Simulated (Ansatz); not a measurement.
# ClH₃SeSi: how energies converge with the basis set

The task here is to estimate one member of a computed series from the others.

Computed with Ansatz 0.2.0, Gaussian basis. Level: one geometry, several basis sets.

Plan: PBE0-D4/def2-SVP; ωB97M-V/def2-SVP; PBE0-D4/def2-QZVPP; ωB97M-V/def2-QZVPP; the functionals' def2-TZVPP values are taken from earlier runs.

**The geometry**

An earlier PBE0-D4 in a triple-zeta def2 set relaxation fixed the geometry.

SMILES `Cl[SiH2][SeH]`, 6 atoms, charge 0, spin multiplicity 1.

Atoms are counted from 1 here; the program's logs count them from 0.

Bond lengths: Cl1–Si2 2.048 Å, Si2–Se3 2.271 Å, Si2–H4 1.481 Å, Si2–H5 1.481 Å, Se3–H6 1.471 Å. Angles: Cl1–Si2–Se3 106.0°, Cl1–Si2–H4 108.5°, Cl1–Si2–H5 108.4°, Se3–Si2–H4 111.7°, Se3–Si2–H5 111.8°, H4–Si2–H5 110.2°, Si2–Se3–H6 91.4°.

Coordinates:

```mol
ClH3SeSi
  3D, bonds by distance, orders not assigned

  6  5  0  0  0  0  0  0  0  0999 V2000
   -2.3381    0.1066   -0.0774 Cl  0  0
   -0.3211   -0.0723   -0.3847 Si  0  0
    0.6562    0.3180    1.6272 Se  0  0
   -0.0393   -1.4409   -0.8741 H   0  0
    0.0883    0.9263   -1.3982 H   0  0
    1.9960    0.0983    1.0608 H   0  0
  1  2  8  0
  2  3  8  0
  2  4  8  0
  2  5  8  0
  3  6  8  0
M  END
```

Set-up of the first run:

Input file in.yaml:

```yaml
crystal:
  periodic: [false, false, false]
  atoms:
    - {symbol: Cl, position_ang: [-2.338106, 0.106554, -0.077355]}
    - {symbol: Si, position_ang: [-0.321133, -0.072298, -0.384657]}
    - {symbol: Se, position_ang: [0.656166, 0.317960, 1.627247]}
    - {symbol: H, position_ang: [-0.039277, -1.440930, -0.874089]}
    - {symbol: H, position_ang: [0.088346, 0.926310, -1.398162]}
    - {symbol: H, position_ang: [1.996004, 0.098304, 1.060815]}
basis:
  gaussian: {orbitals: def2-SVP}
hamiltonian: {xc: pbe0, dispersion: d4}
output: {orbitals: {seedname: orbitals}}
```

Steps of the session up to this table: PBE0-D4 in def2-SVP; ωB97M-V in def2-SVP; PBE0-D4 in def2-QZVPP; ωB97M-V in def2-QZVPP.

One of the session's tables, all rows but one given; the rest of the session is left out.

It belongs to the step «Functionals by basis». 

| functional | basis | HOMO (eV) | LUMO (eV) |
| --- | --- | --- | --- |
| PBE0-D4 | def2-SVP | -7.23 | -0.13 |
| PBE0-D4 | def2-TZVPP | -7.34 | -0.37 |
| PBE0-D4 | def2-QZVPP | -7.36 | -0.46 |
| ωB97M-V | def2-SVP | -9.37 | 1.89 |
| ωB97M-V | def2-TZVPP | ? | ? |
| ωB97M-V | def2-QZVPP | -9.52 | 1.22 |

**Question.** Estimate the row for ωB97M-V, def2-TZVPP.

The run gave: HOMO (eV): -9.50; LUMO (eV): 1.49. In the column «HOMO (eV)» it lies between ωB97M-V, def2-QZVPP (-9.52) and ωB97M-V, def2-SVP (-9.37).
